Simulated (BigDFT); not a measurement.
Input of a BigDFT 1.9.6 run:

File input.yaml:

```yaml
dft:
  hgrids: 0.28
  rmult: [6.0, 8.0]
  ixc: PBE
  gnrm_cv: 3.e-05
  ncong: 6
  idsx: 6
  itermax: 80
  nrepmax: 2
  norbv: 5
  nvirt: 2
  itermax_virt: 30
  gnrm_cv_virt: 0.001
  output_denspot: 22
ig_occupation:
  Ge: {4p: 2.0, 4s: 2.0}
  H: {1s: 1.0}
```

The input posinp.yaml:

```yaml
units: angstroem
positions:
- {Ge: [4.83644997, 6.12865, 4.64765]}
- {H: [6.18954996, 6.46715003, 5.42035]}
- {H: [5.19365, 4.57484995, 4.66605]}
```

Potentials or basis: GTH-PBE (Ge q4, H q1).

The run is started by

```sh
$ OMP_NUM_THREADS=1 bigdft  # reads input.yaml, posinp.yaml, psppar.Ge, psppar.H
```

(1) Predict the dipole moment.

(2) Predict the largest force.

(3) Predict the lowest empty level.

## Answers

(1) 0.34 D.

(2) 0.230 eV/Å.

(3) -3.90 eV.
